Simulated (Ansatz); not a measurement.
# Pt3Pb: stress in a strained cell

Pt3Pb is deformed so: equal xy, yz and zx engineering shear strains of -2 %. What stress and forces result, by LAPW, PAW and all-electron datasets made for the crystal?

Method: DFT LDA, scalar-relativistic, in Ansatz 0.2.0.

### 1 The starting structure

Symmetry: Pm-3m, No. 221, cubic system. Conventional cell: a = 4.058 Å, b = 4.058 Å, c = 4.058 Å, α = 90.00°, β = 90.00°, γ = 90.00°. Pt (site symmetry 4/mmm) has 8 Pt at 2.87 Å and 4 Pb at 2.87 Å in its first shell of neighbours. Pb (site symmetry m-3m) has 12 Pt at 2.87 Å in its first shell of neighbours.

As a file:

```xyz
4
Lattice="4.0580 0.0000 0.0000 0.0000 4.0580 0.0000 0.0000 0.0000 4.0580" Properties=species:S:1:pos:R:3 pbc="T T T"
Pt    0.0000    2.0290    2.0290
Pt    2.0290    0.0000    2.0290
Pt    2.0290    2.0290    0.0000
Pb    0.0000    0.0000    0.0000
```

Atoms are numbered in the order of the input: Pt1, Pt2, Pt3, Pb4.

### 2 After the deformation

Space group Pm-3m before, R-3m after.

### 3 LAPW, all electrons

The input, input.yaml:

```yaml
crystal:
  lattice:
    - [4.058, -0.04058, -0.04058]
    - [-0.04058, 4.058, -0.04058]
    - [-0.04058, -0.04058, 4.058]
  atoms:
    - { symbol: Pt, position: [0.0, 0.5, 0.5] }
    - { symbol: Pt, position: [0.5, 0.0, 0.5] }
    - { symbol: Pt, position: [0.5, 0.5, 0.0] }
    - { symbol: Pb, position: [0.0, 0.0, 0.0] }
kpoints:
  mp_grid: { grid: [9, 9, 9] }
  band_path:
    path:
      - [0.0, 0.0, 0.0]
      - [0.5, 0.0, 0.0]
      - [0.5, -0.5, 0.5]
      - [0.4804921086, -0.5195078914, 0.4804921086]
      - [0.4804921086, 0.4804921086, 0.4804921086]
      - [0.0, 0.0, 0.0]
      - [0.5, -0.5, 0.0]
    npoints: 5
scf:
  occupations: { method: fermi_dirac, width: 0.03 }
hamiltonian:
  xc: lda
  pseudopotentials: { kind: all_electron, lapw: { basis_error: 0.001 } }
output:
  forces: true
  stress: true
  eigenvalues: true
```

Command:

```
$ ansatz run input.yaml --threads 1 --pin off --max-ram 4096MiB --backend cpu --events-out ev --progress --plain --runs-dir out
```

### 4 Frozen-core PAW

The input, input.yaml:

```yaml
crystal:
  lattice:
    - [4.058, -0.04058, -0.04058]
    - [-0.04058, 4.058, -0.04058]
    - [-0.04058, -0.04058, 4.058]
  atoms:
    - { symbol: Pt, position: [0.0, 0.5, 0.5] }
    - { symbol: Pt, position: [0.5, 0.0, 0.5] }
    - { symbol: Pt, position: [0.5, 0.5, 0.0] }
    - { symbol: Pb, position: [0.0, 0.0, 0.0] }
kpoints:
  mp_grid: { grid: [9, 9, 9] }
scf:
  occupations: { method: fermi_dirac, width: 0.03 }
hamiltonian:
  xc: lda
  pseudopotentials: { kind: paw }
output:
  forces: true
  stress: true
  eigenvalues: true
  efg: { contact_densities: true }
  write_density: true
  write_potential: true
  elf: true
  volumetric_format: npy
```

### 5 Datasets made for this crystal

input.yaml, as its differences from that of step 4:

```diff
@@ -16,3 +16,3 @@
   xc: lda
-  pseudopotentials: { kind: paw }
+  pseudopotentials: { kind: all_electron, datasets: crystal }
 output:
@@ -22,5 +22 @@
   efg: { contact_densities: true }
-  write_density: true
-  write_potential: true
-  elf: true
-  volumetric_format: npy
```

(Steps that only read results are left out.)

What does the calculation give? Wanted: pressure; largest shear or deviatoric stress.

As calculated:

| quantity | value |
| --- | --- |
| pressure | LAPW -2.61, PAW -2.62, crystal datasets -2.61 GPa |
| largest shear or deviatoric stress (LAPW) | 1.14 GPa |

The largest part of the stress beyond the pressure is 1.14 GPa in size; the atoms are carried along and not relaxed. No run of the undeformed cell stands beside it, so pressure and stress hold what the given cell had before the change, as far as its symmetry allows. PAW: stress within 0.02 GPa of LAPW. Crystal datasets: stress within 0.01 GPa of LAPW. Spin-orbit coupling is left out, though the cell holds Pb; in elements this heavy it can shift bands and gaps by tenths of an eV.
